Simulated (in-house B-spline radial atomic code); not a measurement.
# S⁵⁺: binding energies from hole states

How tightly is each shell of S⁵⁺ bound, and how much do the other electrons relax when one leaves?

Method: Dirac-Hartree-Fock, average of configuration, Fermi nucleus, basis-set limit. Code: in-house B-spline radial atomic code version 1.

**1. What is computed**

```
element       : sulfur (Z = 16)
charge        : +5
electrons     : 11
configuration : [Ne] 3s1
Hamiltonian   : Dirac-Coulomb
nucleus       : Fermi, rms radius 3.261 fm
```

The outer shells:

[Ne] 3s1
```
[Ne] core
3s [↑ ]
```

The boxes draw the filling by Hund's rule, which heavy ions in jj coupling don't follow; these runs average over all states of the configuration.

Input settings:

```ini
Z = 16
electrons = 11.0
configuration = [Ne] 3s1
hamiltonian = dirac
method = hf
spin_polarised = False
nucleus = fermi
rms_radius = 3.2611
mass_number = 32
atomic_mass = 31.97207117354
speed_of_light = 137.035999084
```

The reference is known from an earlier run: -391.888015 hartree in all. Up to eight levels, counted from the top:

| orbital | occupation | energy (eV) | <r> (bohr) |
| --- | --- | --- | --- |
| 1s1/2 | 2 | -2595.50 | 0.09670 |
| 2s1/2 | 2 | -325.66 | 0.4715 |
| 2p1/2 | 2 | -262.26 | 0.4355 |
| 2p3/2 | 4 | -260.92 | 0.4376 |
| 3s1/2 | 1 | -87.620 | 1.425 |

**2. The 1s hole**

Input settings:

```ini
Z = 16
electrons = 10.0
configuration = 1s1 2s2 2p6 3s1
hamiltonian = dirac
method = hf
spin_polarised = False
nucleus = fermi
rms_radius = 3.2611
mass_number = 32
atomic_mass = 31.97207117354
speed_of_light = 137.035999084
```

**3. The 2s hole**

Changes to the settings of step 2:

```diff
@@ -2,3 +2,3 @@
 electrons = 10.0
-configuration = 1s1 2s2 2p6 3s1
+configuration = 1s2 2s1 2p6 3s1
 hamiltonian = dirac
```

**4. The 2p1/2 hole**

In configurations, a minus sign after the shell means j = l − 1/2 and a plus sign j = l + 1/2; the count of electrons follows.

Changes to the settings of step 3:

```diff
@@ -2,3 +2,3 @@
 electrons = 10.0
-configuration = 1s2 2s1 2p6 3s1
+configuration = 1s2 2s2 2p-1 2p+4 3s1
 hamiltonian = dirac
```

**5. The 2p3/2 hole**

Changes to the settings of step 4:

```diff
@@ -2,3 +2,3 @@
 electrons = 10.0
-configuration = 1s2 2s2 2p-1 2p+4 3s1
+configuration = 1s2 2s2 2p-2 2p+3 3s1
 hamiltonian = dirac
```

**6. The 3s hole**

Changes to the settings of step 5:

```diff
@@ -2,3 +2,3 @@
 electrons = 10.0
-configuration = 1s2 2s2 2p-2 2p+3 3s1
+configuration = 1s2 2s2 2p6
 hamiltonian = dirac
```

Q: What does each hole state cost in eV, and how does that compare with the orbital energies or single holes?

As calculated:

| hole | ΔSCF (eV) | with Breit, QED, recoil (eV) | −ε of the parent (eV) | −ε less ΔSCF (eV) |
| --- | --- | --- | --- | --- |
| 1s | 2573.11 | 2570.82 | 2595.50 | 22.39 |
| 2s | 321.89 | 321.75 | 325.66 | 3.77 |
| 2p1/2 | 258.37 | 258.24 | 262.26 | 3.89 |
| 2p3/2 | 257.08 | 257.01 | 260.92 | 3.85 |
| 3s | 87.585 | 87.564 | 87.620 | 0.03 |

Koopmans' values overshoot, as they freeze the orbitals; relaxation lowers the cost by 22.4 eV for 1s and 0.03 eV for 3s. The spin-orbit splitting of the 2p hole is 1.24 eV with those corrections. Two partly filled shells share a symmetry and can mix in the average, which may lower the energy, in these hole states: 1s; 2s. Values are for the free ion, measured from the vacuum level.
